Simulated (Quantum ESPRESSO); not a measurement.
# Fe2Ge (P6/mmm) in Quantum ESPRESSO: reference runs

Aim: a first look at Fe2Ge with PBEsol, on the cell as given, then over a range of volumes.

Program: Quantum ESPRESSO 7.5. These are calculated values, not measurements. Logs are shortened: lines on timing, memory, paths and dates and some standing lists are left out, and cuts for length are marked.

## (1) The crystal as given

It takes space group P6/mmm (No. 191, hexagonal). The conventional cell has a = 4.164 Å, b = 4.164 Å, c = 2.626 Å, α = 90.00°, β = 90.00°, γ = 120.00°. Ge (site symmetry 6/mmm) has 2 Ge at 2.63 Å and 12 Fe at 2.74 Å as nearest neighbours. Fe (site symmetry -6m2) is surrounded by 5 Fe at 2.40 to 2.63 Å and 6 Ge at 2.74 Å.

The cell comes from a database or a generator and needn't be the stable form of this composition.

## (2) Single point, PBEsol, collinear spin, ferromagnetic start

The input, pw.in:

```
&CONTROL
  calculation = 'scf'
  prefix = 'pwscf'
  outdir = './tmp'
  pseudo_dir = './pseudo'
  tprnfor = .true.
  tstress = .true.
  disk_io = 'low'
/
&SYSTEM
  ibrav = 0
  celldm(1) = 8
  nat = 3
  ntyp = 2
  ecutwfc = 56
  ecutrho = 448
  nbnd = 35
  occupations = 'smearing'
  smearing = 'fd'
  degauss = 0.00367493
  nspin = 2
  starting_magnetization(1) = 0
  starting_magnetization(2) = 0.1875
/
&ELECTRONS
  conv_thr = 6d-10
  electron_maxstep = 120
  mixing_beta = 0.3
/
ATOMIC_SPECIES
Ge    72.6300 ge_pbesol_v1.4.uspp.F.UPF
Fe    55.8450 fe_pbesol_v1.5.uspp.F.UPF
CELL_PARAMETERS alat
  0.9835160117003   0.0000000000000   0.0000000000000
 -0.4917580058501   0.8517498511621   0.0000000000000
  0.0000000000000   0.0000000000000   0.6204126769552
ATOMIC_POSITIONS crystal
Ge     0.0000000000    0.0000000000    0.0000000000
Fe     0.3333333333    0.6666666667    0.5000000000
Fe     0.6666666667    0.3333333333    0.5000000000
K_POINTS automatic
7 7 10 0 0 0
```

The input, pp_density.in:

```
&INPUTPP
  prefix = 'pwscf'
  outdir = './tmp'
  filplot = 'density.dat'
  plot_num = 0
/
&PLOT
  nfile = 1
  filepp(1) = 'density.dat'
  iflag = 3
  output_format = 6
  fileout = 'density.cube'
/
```

The input, pp_potential.in:

```
&INPUTPP
  prefix = 'pwscf'
  outdir = './tmp'
  filplot = 'potential.dat'
  plot_num = 11
/
&PLOT
  nfile = 1
  filepp(1) = 'potential.dat'
  iflag = 3
  output_format = 6
  fileout = 'potential.cube'
/
```

The input, pp_spin.in:

```
&INPUTPP
  prefix = 'pwscf'
  outdir = './tmp'
  filplot = 'spin.dat'
  plot_num = 6
/
&PLOT
  nfile = 1
  filepp(1) = 'spin.dat'
  iflag = 3
  output_format = 6
  fileout = 'spin.cube'
/
```

Potentials or basis: GBRV 1.5 PBEsol.

Started as:

```bash
$ OMP_NUM_THREADS=1 mpirun -n 2 pw.x -nk 2 -in pw.in > pw.out
$ OMP_NUM_THREADS=1 mpirun -n 1 pp.x -in pp_density.in > pp_density.out
$ OMP_NUM_THREADS=1 mpirun -n 1 pp.x -in pp_potential.in > pp_potential.out
$ OMP_NUM_THREADS=1 mpirun -n 1 pp.x -in pp_spin.in > pp_spin.out
```

pw.out:

```text
This program is part of the open-source Quantum ESPRESSO suite
     for quantum simulation of materials; please cite
[... 13 lines left out ...]
     --------------------
     sticks:   dense  smooth     PW     G-vecs:    dense   smooth      PW
     Sum        1915     955    295                42663    14969    2539

     Using Slab Decomposition

     bravais-lattice index     =            0
     lattice parameter (alat)  =       8.0000  a.u.
     unit-cell volume          =     266.0995 (a.u.)^3
     number of atoms/cell      =            3
     number of atomic types    =            2
     number of electrons       =        46.00
     number of Kohn-Sham states=           35
     kinetic-energy cutoff     =      56.0000  Ry
     charge density cutoff     =     448.0000  Ry
     scf convergence threshold =      6.0E-10
     mixing beta               =       0.3000
     number of iterations used =            8  plain     mixing
     Exchange-correlation= SLA  PW   PSX  PSC
                           (   1   4  10   8   0   0   0)

     celldm(1)=   8.000000  celldm(2)=   0.000000  celldm(3)=   0.000000
     celldm(4)=   0.000000  celldm(5)=   0.000000  celldm(6)=   0.000000

     crystal axes: (cart. coord. in units of alat)
               a(1) = (   0.983516   0.000000   0.000000 )
               a(2) = (  -0.491758   0.851750   0.000000 )
               a(3) = (   0.000000   0.000000   0.620413 )

     reciprocal axes: (cart. coord. in units 2 pi/alat)
               b(1) = (  1.016760  0.587027 -0.000000 )
               b(2) = (  0.000000  1.174054  0.000000 )
               b(3) = (  0.000000 -0.000000  1.611830 )

     PseudoPot. # 1 for Ge read from file:
     ge_pbesol_v1.4.uspp.F.UPF
     Pseudo is Ultrasoft + core correction, Zval = 14.0
     Generated by new atomic code, or converted to UPF format
     Using radial grid of  873 points,  6 beta functions with:
                l(1) =   0
                l(2) =   0
                l(3) =   1
                l(4) =   1
                l(5) =   2
                l(6) =   2
     Q(r) pseudized with  8 coefficients,  rinner =    1.400   1.400   1.400
                                                       1.400   1.400

     PseudoPot. # 2 for Fe read from file:
     fe_pbesol_v1.5.uspp.F.UPF
     Pseudo is Ultrasoft + core correction, Zval = 16.0
     Generated by new atomic code, or converted to UPF format
     Using radial grid of  861 points,  6 beta functions with:
                l(1) =   0
                l(2) =   0
                l(3) =   1
                l(4) =   1
                l(5) =   2
                l(6) =   2
     Q(r) pseudized with  8 coefficients,  rinner =    1.000   1.000   1.000
                                                       1.000   1.000

     atomic species   valence    mass     pseudopotential
     Ge               14.00    72.63000     Ge( 1.00)
     Fe               16.00    55.84500     Fe( 1.00)

     Starting magnetic structure
     atomic species   magnetization
     Ge              0.000
     Fe              0.188

     24 Sym. Ops., with inversion, found

   Cartesian axes

     site n.     atom                  positions (alat units)
         1        Ge     tau(   1) = (   0.0000000   0.0000000   0.0000000  )
         2        Fe     tau(   2) = (  -0.0000000   0.5678332   0.3102063  )
         3        Fe     tau(   3) = (   0.4917580   0.2839166   0.3102063  )

     number of k points=    48  Fermi-Dirac smearing, width (Ry)=  0.0037
                       cart. coord. in units 2pi/alat
        k(    1) = (   0.0000000   0.0000000   0.0000000), wk =   0.0020408
        k(    2) = (   0.0000000   0.0000000   0.1611830), wk =   0.0040816
        k(    3) = (   0.0000000   0.0000000   0.3223661), wk =   0.0040816
        k(    4) = (   0.0000000   0.0000000   0.4835491), wk =   0.0040816
        k(    5) = (   0.0000000   0.0000000   0.6447322), wk =   0.0040816
        k(    6) = (   0.0000000   0.0000000  -0.8059152), wk =   0.0020408
[... 40 lines left out ...]
        k(   47) = (   0.2905029   0.5031658   0.6447322), wk =   0.0244898
        k(   48) = (   0.2905029   0.5031658  -0.8059152), wk =   0.0122449

     Dense  grid:    42663 G-vectors     FFT dimensions: (  54,  54,  36)

     Smooth grid:    14969 G-vectors     FFT dimensions: (  40,  40,  24)

     Check: negative core charge=   -0.000027
     Generating pointlists ...
     new r_m :   0.2559 (alat units)  2.0474 (a.u.) for type    1
     new r_m :   0.2342 (alat units)  1.8738 (a.u.) for type    2

     Initial potential from superposition of free atoms

     starting charge      43.9992, renormalised to      46.0000
     Starting wfcs are   35 randomized atomic wfcs

     Self-consistent Calculation

     iteration #  1     ecut=    56.00 Ry     beta= 0.30
     Davidson diagonalization with overlap
     ethr =  1.00E-02,  avg # of iterations =  4.5

     total energy              =    -713.40239837 Ry
     estimated scf accuracy    <       1.80232066 Ry

     total magnetization       =     4.60 Bohr mag/cell
     absolute magnetization    =     4.75 Bohr mag/cell

     iteration #  2     ecut=    56.00 Ry     beta= 0.30
     Davidson diagonalization with overlap
     ethr =  3.92E-03,  avg # of iterations =  2.1

     total energy              =    -713.49375347 Ry
     estimated scf accuracy    <       0.20063346 Ry

     total magnetization       =     4.85 Bohr mag/cell
     absolute magnetization    =     4.94 Bohr mag/cell

     iteration #  3     ecut=    56.00 Ry     beta= 0.30
     Davidson diagonalization with overlap
     ethr =  4.36E-04,  avg # of iterations =  2.5

     total energy              =    -713.53104930 Ry
     estimated scf accuracy    <       0.02790519 Ry

     total magnetization       =     5.15 Bohr mag/cell
     absolute magnetization    =     5.21 Bohr mag/cell
[... 65 lines left out ...]
     total energy              =    -713.53711181 Ry
     estimated scf accuracy    <       0.00000015 Ry

     total magnetization       =     5.14 Bohr mag/cell
     absolute magnetization    =     5.23 Bohr mag/cell

     iteration # 11     ecut=    56.00 Ry     beta= 0.30
     Davidson diagonalization with overlap
     ethr =  3.18E-10,  avg # of iterations =  2.0

     total energy              =    -713.53711190 Ry
     estimated scf accuracy    <       0.00000004 Ry

     total magnetization       =     5.14 Bohr mag/cell
     absolute magnetization    =     5.23 Bohr mag/cell

     iteration # 12     ecut=    56.00 Ry     beta= 0.30
     Davidson diagonalization with overlap
     ethr =  8.33E-11,  avg # of iterations =  1.6

     Magnetic moment per site  (integrated on atomic sphere of radius R)
     atom   1 (R=0.256)  charge= 12.1993  magn=  0.0100
     atom   2 (R=0.234)  charge= 14.2575  magn=  2.4995
     atom   3 (R=0.234)  charge= 14.2575  magn=  2.4995

     End of self-consistent calculation

 ------ SPIN UP ------------

          k = 0.0000 0.0000 0.0000 (  1835 PWs)   bands (ev):

   -71.8847 -71.8167 -38.1558 -38.1063 -38.0879 -38.0879 -37.8500 -37.8500
    -8.7906  -8.5842  -8.5842  -8.5710  -8.5710   3.6294  11.5364  11.5364
    12.1737  13.1711  13.4034  13.4034  13.9920  13.9920  14.8209  14.8209
    16.4582  18.3059  18.3059  19.0675  19.0675  23.2877  24.0472  29.8007
    35.6473  36.8763  36.8763

          k = 0.0000 0.0000 0.1612 (  1884 PWs)   bands (ev):

   -71.8832 -71.8153 -38.1702 -38.1196 -38.0864 -38.0864 -37.8488 -37.8488
    -8.7641  -8.5831  -8.5831  -8.5816  -8.5816   3.8495  11.6560  11.6560
    12.2924  13.3133  13.3133  13.3872  13.9028  13.9028  14.7274  14.7274
    16.5872  18.4028  18.4028  19.4387  19.4387  22.0650  23.3245  32.1839
    33.3442  33.3442  33.6992

          k = 0.0000 0.0000 0.3224 (  1884 PWs)   bands (ev):

   -71.8793 -71.8117 -38.2077 -38.1541 -38.0823 -38.0823 -37.8457 -37.8457
    -8.6948  -8.6094  -8.6094  -8.5802  -8.5802   4.5071  11.9878  11.9878
    12.5046  12.9963  12.9963  13.8236  13.8236  13.9856  14.4852  14.4852
    17.0228  18.6813  18.6813  19.0688  20.4107  20.4107  23.4312  30.1159
    30.1159  30.4077  33.4769

          k = 0.0000 0.0000 0.4835 (  1896 PWs)   bands (ev):

   -71.8746 -71.8072 -38.2539 -38.1967 -38.0772 -38.0772 -37.8419 -37.8419
    -8.6435  -8.6435  -8.6091  -8.5767  -8.5767   5.5914  12.2575  12.4530
    12.4530  12.5942  12.5942  13.8301  13.8301  14.1710  14.1710  14.8050
    16.7607  17.9073  19.1170  19.1170  21.7588  21.7588  23.5955  27.1950
    27.4375  27.4375  30.7373
[... 331 lines left out ...]
   -71.8472 -71.8347 -38.2306 -38.2200 -38.1042 -37.9856 -37.9345 -37.8150
    -8.6446  -8.6439  -8.6069  -8.5745  -8.5732   6.7422  10.8340  11.2714
    11.9728  13.1797  13.1924  13.6984  14.3644  14.4650  14.5300  14.9131
    14.9274  15.7094  17.3848  22.4349  22.8959  23.2401  23.3074  25.9655
    30.7266  31.9103  32.0433

          k = 0.2905 0.5032 0.6447 (  1883 PWs)   bands (ev):

   -71.8434 -71.8310 -38.2666 -38.2555 -38.0998 -37.9818 -37.9311 -37.8121
    -8.6723  -8.6712  -8.5707  -8.5697  -8.5375   7.9336  11.1845  11.4782
    11.4951  13.0469  13.2419  13.7972  14.3268  14.8210  14.9228  15.4807
    15.5673  15.6352  16.2633  19.9354  20.6253  23.3762  24.4076  26.4557
    30.1229  30.3572  31.5943

          k = 0.2905 0.5032-0.8059 (  1880 PWs)   bands (ev):

   -71.8420 -71.8296 -38.2803 -38.2690 -38.0982 -37.9804 -37.9297 -37.8110
    -8.6828  -8.6816  -8.5692  -8.5683  -8.5111   8.8053  10.4771  11.5537
    11.6922  12.9811  13.2650  13.8854  14.2646  14.6559  14.9649  15.2548
    15.6928  16.2932  17.5753  18.5455  18.8188  23.6327  25.3294  26.2176
    29.3663  29.9396  31.4078

 ------ SPIN DOWN ----------

          k = 0.0000 0.0000 0.0000 (  1835 PWs)   bands (ev):

   -68.8347 -68.7594 -35.2128 -35.2128 -35.0338 -34.9781 -34.9461 -34.9461
    -8.7809  -8.5767  -8.5767  -8.5606  -8.5606   3.7729  12.4333  12.4333
    13.8380  15.0884  15.2039  15.2039  16.8385  16.8385  17.1240  17.8338
    17.8338  19.9549  19.9549  20.0166  20.0166  24.2334  24.6024  30.1014
    36.3174  37.0661  37.0661

          k = 0.0000 0.0000 0.1612 (  1884 PWs)   bands (ev):

   -68.8331 -68.7579 -35.2110 -35.2110 -35.0502 -34.9931 -34.9448 -34.9448
    -8.7545  -8.5756  -8.5756  -8.5713  -8.5713   3.9932  12.5906  12.5906
    13.9641  15.1631  15.1631  15.3356  16.6167  16.6167  17.2042  17.6790
    17.6790  20.1020  20.1020  20.3918  20.3918  22.3536  24.6143  32.4480
    33.6709  33.6709  34.3633

          k = 0.0000 0.0000 0.3224 (  1884 PWs)   bands (ev):

   -68.8288 -68.7539 -35.2063 -35.2063 -35.0932 -35.0324 -34.9413 -34.9413
    -8.6852  -8.5989  -8.5989  -8.5727  -8.5727   4.6520  13.0422  13.0422
    14.0828  15.0019  15.0019  16.0302  16.2678  16.2678  17.2830  17.2830
    17.5098  19.6440  20.3094  20.3094  21.4260  21.4260  24.6381  30.5494
    30.5494  31.0993  34.0908

          k = 0.0000 0.0000 0.4835 (  1896 PWs)   bands (ev):

   -68.8236 -68.7490 -35.2005 -35.2005 -35.1461 -35.0806 -34.9369 -34.9369
    -8.6329  -8.6329  -8.5996  -8.5692  -8.5692   5.7405  13.2690  13.7263
    13.7263  14.7183  14.7183  16.0924  16.0924  16.7499  16.7499  17.0132
    18.0222  18.3276  20.5708  20.5708  22.7519  22.7519  24.6426  27.8948
    28.0289  28.0289  31.4891
[... 331 lines left out ...]
   -68.7932 -68.7794 -35.2313 -35.1194 -35.1079 -35.0974 -35.0406 -34.9063
    -8.6340  -8.6333  -8.5974  -8.5671  -8.5658   6.9103  11.3965  12.0289
    13.5817  15.0843  15.1830  15.7406  16.3795  16.7973  17.1657  17.1790
    17.4501  18.2740  18.3206  23.3246  23.6793  24.0080  24.2006  26.5972
    31.1759  32.6052  32.6159

          k = 0.2905 0.5032 0.6447 (  1883 PWs)   bands (ev):

   -68.7891 -68.7753 -35.2262 -35.1604 -35.1477 -35.0937 -35.0367 -34.9030
    -8.6616  -8.6605  -8.5633  -8.5623  -8.5281   8.2046  12.1113  12.3456
    12.6405  14.7554  15.1582  15.7241  16.7858  16.9457  17.2339  17.3205
    17.6332  18.0215  18.3485  21.1285  21.7397  23.8936  25.0227  26.9942
    30.9484  31.0567  32.1608

          k = 0.2905 0.5032-0.8059 (  1880 PWs)   bands (ev):

   -68.7875 -68.7738 -35.2243 -35.1760 -35.1630 -35.0921 -35.0352 -34.9018
    -8.6720  -8.6709  -8.5618  -8.5610  -8.5017   9.2665  10.9034  12.8447
    12.8915  14.5175  15.1287  15.7310  16.6492  16.9315  17.1438  17.4075
    18.1201  18.2867  19.2208  20.0222  20.1215  23.9990  25.7449  26.8469
    30.2727  30.6300  32.1776

     the Fermi energy is    16.3453 ev

!    total energy              =    -713.53711196 Ry
     estimated scf accuracy    <          5.5E-10 Ry
     smearing contrib. (-TS)   =      -0.00141370 Ry
     internal energy E=F+TS    =    -713.53569826 Ry

     The total energy is F=E-TS. E is the sum of the following terms:
     one-electron contribution =    -349.89256686 Ry
     hartree contribution      =     208.36830450 Ry
     xc contribution           =    -115.69205509 Ry
     ewald contribution        =    -456.31938081 Ry

     total magnetization       =     5.14 Bohr mag/cell
     absolute magnetization    =     5.24 Bohr mag/cell

     convergence has been achieved in  12 iterations

     Forces acting on atoms (cartesian axes, Ry/au):

     atom    1 type  1   force =     0.00000000    0.00000000    0.00000000
     atom    2 type  2   force =     0.00000000    0.00000000   -0.00000000
     atom    3 type  2   force =    -0.00000000   -0.00000000    0.00000000

     Total force =     0.000000     Total SCF correction =     0.000000

     Computing stress (Cartesian axis) and pressure

          total   stress  (Ry/bohr**3)                   (kbar)     P=      -64.54
  -0.00045407   0.00000000  -0.00000000          -66.80        0.00       -0.00
   0.00000000  -0.00045407  -0.00000000            0.00      -66.80       -0.00
  -0.00000000  -0.00000000  -0.00040805           -0.00       -0.00      -60.03

=------------------------------------------------------------------------------=
   JOB DONE.
=------------------------------------------------------------------------------=
```

Wall time 2 min (2 MPI ranks of Arm Neoverse N1, shared host); peak memory 0.36 GiB.

What came out:

```
Free energy                                           : -9708.1670 eV
Pressure                                              : -6.5 GPa
Band gap on the k mesh                                : none (metal or under the smearing width)
Net moment                                            : 5.14 μB per cell
Absolute moment                                       : 5.24 μB per cell
Site moments                                          : Ge +0.01; Fe +2.50 μB
Valence electrons inside the program's atomic spheres : Ge 12.20; Fe 14.26
```

## (3) Single point, PBEsol, collinear spin, ferromagnetic start, 12.36 Å³/atom

Changes to pw.in since step 2:

```diff
@@ -5,5 +5,4 @@
   pseudo_dir = './pseudo'
-  tprnfor = .true.
   tstress = .true.
-  disk_io = 'low'
+  disk_io = 'nowf'
 /
@@ -11,3 +10,2 @@
   ibrav = 0
-  celldm(1) = 8
   nat = 3
@@ -32,6 +30,6 @@
 Fe    55.8450 fe_pbesol_v1.5.uspp.F.UPF
-CELL_PARAMETERS alat
-  0.9835160117003   0.0000000000000   0.0000000000000
- -0.4917580058501   0.8517498511621   0.0000000000000
-  0.0000000000000   0.0000000000000   0.6204126769552
+CELL_PARAMETERS angstrom
+   4.0786381062    0.0000000000    0.0000000000
+  -2.0393190531    3.5322042128    0.0000000000
+   0.0000000000    0.0000000000    2.5728496086
 ATOMIC_POSITIONS crystal
```

Potentials or basis: GBRV 1.5 PBEsol.

Started as:

```bash
$ OMP_NUM_THREADS=1 mpirun -n 2 pw.x -nk 2 -in pw.in > pw.out
```

Run time: 1.9 min. Hardware: 2 MPI ranks of Arm Neoverse N1, shared host; peak memory 0.34 GiB.

The run converged. Its results:

```yaml
Free_energy: -9708.2083 eV
Pressure: 1.0 GPa
Band_gap_on_the_k_mesh: none (metal or under the smearing width)
Net_moment: 4.76 μB per cell
Absolute_moment: 4.85 μB per cell
Site_moments: Ge +0.00; Fe +2.31 μB
Valence_electrons_inside_the_program's_atomic_spheres: Ge 12.13; Fe 14.21
```

## (4) Single point, PBEsol, collinear spin, ferromagnetic start, 12.62 Å³/atom

Changes to pw.in since step 3:

```diff
@@ -31,5 +31,5 @@
 CELL_PARAMETERS angstrom
-   4.0786381062    0.0000000000    0.0000000000
-  -2.0393190531    3.5322042128    0.0000000000
-   0.0000000000    0.0000000000    2.5728496086
+   4.1073618561    0.0000000000    0.0000000000
+  -2.0536809280    3.5570797099    0.0000000000
+   0.0000000000    0.0000000000    2.5909688648
 ATOMIC_POSITIONS crystal
```

Started as:

```bash
$ OMP_NUM_THREADS=1 mpirun -n 2 pw.x -nk 2 -in pw.in > pw.out
```

Run time: 1.9 min. Hardware: 2 MPI ranks of Arm Neoverse N1, shared host; peak memory 0.36 GiB.

The run converged. Its results:

* Free energy: -9708.2071 eV
* Pressure: -1.5 GPa
* Band gap on the k mesh: none (metal or under the smearing width)
* Net moment: 4.93 μB per cell
* Absolute moment: 5.02 μB per cell
* Site moments: Ge +0.01; Fe +2.39 μB
* Valence electrons inside the program's atomic spheres: Ge 12.16; Fe 14.23

## (5) Single point, PBEsol, collinear spin, ferromagnetic start, 12.88 Å³/atom

Changes to pw.in since step 4:

```diff
@@ -31,5 +31,5 @@
 CELL_PARAMETERS angstrom
-   4.1073618561    0.0000000000    0.0000000000
-  -2.0536809280    3.5570797099    0.0000000000
-   0.0000000000    0.0000000000    2.5909688648
+   4.1356893847    0.0000000000    0.0000000000
+  -2.0678446924    3.5816120693    0.0000000000
+   0.0000000000    0.0000000000    2.6088381803
 ATOMIC_POSITIONS crystal
```

Started as:

```bash
$ OMP_NUM_THREADS=1 mpirun -n 2 pw.x -nk 2 -in pw.in > pw.out
```

Run time: 1.9 min. Hardware: 2 MPI ranks of Arm Neoverse N1, shared host; peak memory 0.36 GiB.

It converged, with:

```yaml
Free_energy: -9708.1931 eV
Pressure: -4.1 GPa
Band_gap_on_the_k_mesh: none (metal or under the smearing width)
Net_moment: 5.04 μB per cell
Absolute_moment: 5.13 μB per cell
Site_moments: Ge +0.01; Fe +2.45 μB
Valence_electrons_inside_the_program's_atomic_spheres: Ge 12.18; Fe 14.24
```

[end of part 1 of 2]
